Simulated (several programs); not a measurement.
What each method gives for LiTlTe2 (ordering on zincblende)

LiTlTe2, ordered on the zincblende lattice (P-4m2) with 4 atoms a cell, relaxed with r2SCAN in Ansatz, was computed with several methods. Space group P-4m2 (No. 115), tetragonal; conventional cell a = 4.598 Å, c = 6.473 Å, 34.21 Å³ an atom. Li is surrounded by 4 Te at 2.74 Å; Te is surrounded by 2 Li at 2.74 Å and 2 Tl at 2.88 Å; Tl is surrounded by 4 Te at 2.88 Å. The cell comes from a prototype generator: it can be a known phase or a hypothetical one. Spin polarisation is off.

```
Li Te Tl
1.0
     4.59800    0.00000    0.00000
     0.00000    4.59800    0.00000
     0.00000    0.00000    6.47346
Li Te Tl
1 2 1
Direct
  0.00000 0.00000 0.00000
  0.00000 0.50000 0.23092
  0.50000 0.00000 0.76908
  0.50000 0.50000 0.50000
```

Gaps and times are for a single point on this cell; volume and bulk modulus come from each method's own relaxation or energy curve at fixed shape, which is too stiff where a cell has free coordinates or axes. Times are rough, from shared hosts (Arm Neoverse N1; Arm Neoverse V1; Arm Neoverse V2), and each method has its own mesh and cell size. A double dagger marks a value from a curve with shape and coordinates held. A star marks a curve whose lowest point is an end point. PM6 (MOPAC), PM7 (MOPAC), GFN1-xTB (tblite), GFN2-xTB (tblite) treat a cluster of cells at its zone centre, which samples few k points: where these miss a band edge, the gap comes out too large for that reason alone. Gaps from k meshes are read at a limited set of points (mesh, symmetry points, PBE's band edges), so each method's own least gap may be somewhat smaller. xTB and the PM methods were fitted mostly to molecules, and can miss a solid's gap by electronvolts. Minimal bases can be far off for gaps. Times of the plane-wave ladder aren't listed, since it ran on unlike processors and cards. GLLB-SC's gap includes the derivative discontinuity. G0W0 is at finite bands, cutoff and mesh. d marks a direct gap, i an indirect one (no mark: not told apart), a dash a value that wasn't computed or didn't pass its checks.

```json
{"method": "PBEsol", "kind": "semilocal", "gap (eV)": "–", "own volume (Å³/atom)": "33.08", "bulk modulus (GPa)": "–", "atoms computed": "4", "processor time": "–"}
{"method": "PM6 (MOPAC)", "kind": "semi-empirical", "gap (eV)": "6.61", "own volume (Å³/atom)": "–", "bulk modulus (GPa)": "–", "atoms computed": "cluster", "processor time": "0.63 s"}
{"method": "GFN1-xTB (tblite)", "kind": "tight binding", "gap (eV)": "0.60", "own volume (Å³/atom)": "35.26‡", "bulk modulus (GPa)": "42‡", "atoms computed": "cluster", "processor time": "1.2 s"}
{"method": "light PBE (260 eV and a coarse mesh)", "kind": "light plane-wave", "gap (eV)": "0.10 d", "own volume (Å³/atom)": "–", "bulk modulus (GPa)": "–", "atoms computed": "4", "processor time": "1.7 s"}
{"method": "GFN2-xTB (tblite)", "kind": "tight binding", "gap (eV)": "0.39", "own volume (Å³/atom)": "36.83‡", "bulk modulus (GPa)": "28‡", "atoms computed": "cluster", "processor time": "1.8 s"}
{"method": "PM7 (MOPAC)", "kind": "semi-empirical", "gap (eV)": "7.25", "own volume (Å³/atom)": "–", "bulk modulus (GPa)": "–", "atoms computed": "cluster", "processor time": "3.3 s"}
{"method": "PBE/single zeta (GPAW)", "kind": "small basis", "gap (eV)": "0.20 d", "own volume (Å³/atom)": "–", "bulk modulus (GPa)": "–", "atoms computed": "4", "processor time": "6.9 s"}
{"method": "PBE/SZV (CP2K)", "kind": "small basis", "gap (eV)": "0.34 d", "own volume (Å³/atom)": "38.28*‡", "bulk modulus (GPa)": "24*‡", "atoms computed": "4", "processor time": "7.6 s"}
{"method": "PBE", "kind": "semilocal", "gap (eV)": "0.17 d", "own volume (Å³/atom)": "35.06", "bulk modulus (GPa)": "26‡", "atoms computed": "4", "processor time": "–"}
{"method": "PBE/DZVP (CP2K)", "kind": "small basis", "gap (eV)": "0.17 d", "own volume (Å³/atom)": "35.76‡", "bulk modulus (GPa)": "26‡", "atoms computed": "4", "processor time": "17 s"}
{"method": "LDA", "kind": "semilocal", "gap (eV)": "0.04 d", "own volume (Å³/atom)": "–", "bulk modulus (GPa)": "–", "atoms computed": "4", "processor time": "–"}
{"method": "GLLB-SC (GPAW)", "kind": "model potential", "gap (eV)": "0.51", "own volume (Å³/atom)": "–", "bulk modulus (GPa)": "–", "atoms computed": "4", "processor time": "28 s"}
{"method": "r2SCAN", "kind": "semilocal", "gap (eV)": "0.40 d", "own volume (Å³/atom)": "34.21", "bulk modulus (GPa)": "30‡", "atoms computed": "4", "processor time": "–"}
{"method": "PBE+SOC", "kind": "semilocal", "gap (eV)": "0.10 d", "own volume (Å³/atom)": "–", "bulk modulus (GPa)": "–", "atoms computed": "4", "processor time": "–"}
{"method": "PBE0", "kind": "hybrid", "gap (eV)": "1.36 d", "own volume (Å³/atom)": "–", "bulk modulus (GPa)": "–", "atoms computed": "4", "processor time": "–"}
{"method": "HSE06", "kind": "hybrid", "gap (eV)": "0.75 d", "own volume (Å³/atom)": "–", "bulk modulus (GPa)": "–", "atoms computed": "4", "processor time": "–"}
{"method": "G0W0@PBE (140 eV screening cutoff)", "kind": "many-body", "gap (eV)": "0.54", "own volume (Å³/atom)": "–", "bulk modulus (GPa)": "–", "atoms computed": "4", "processor time": "–"}
{"method": "G0W0@HSE06 (140 eV screening cutoff)", "kind": "many-body", "gap (eV)": "0.91", "own volume (Å³/atom)": "–", "bulk modulus (GPa)": "–", "atoms computed": "4", "processor time": "–"}
```

Against HSE06 (0.75 eV) and with closed or daggered gaps left aside, the nearest gap at the points sampled is that of GFN1-xTB (tblite) (-0.15 eV) and the farthest that of PM7 (MOPAC) (+6.50 eV). HSE06 is only a yardstick of convenience, and nearness to it can be luck.

Volumes against r2SCAN's: PBEsol -3.3 %, PBE +2.5 %.

Only the rows marked +SOC include spin-orbit coupling.
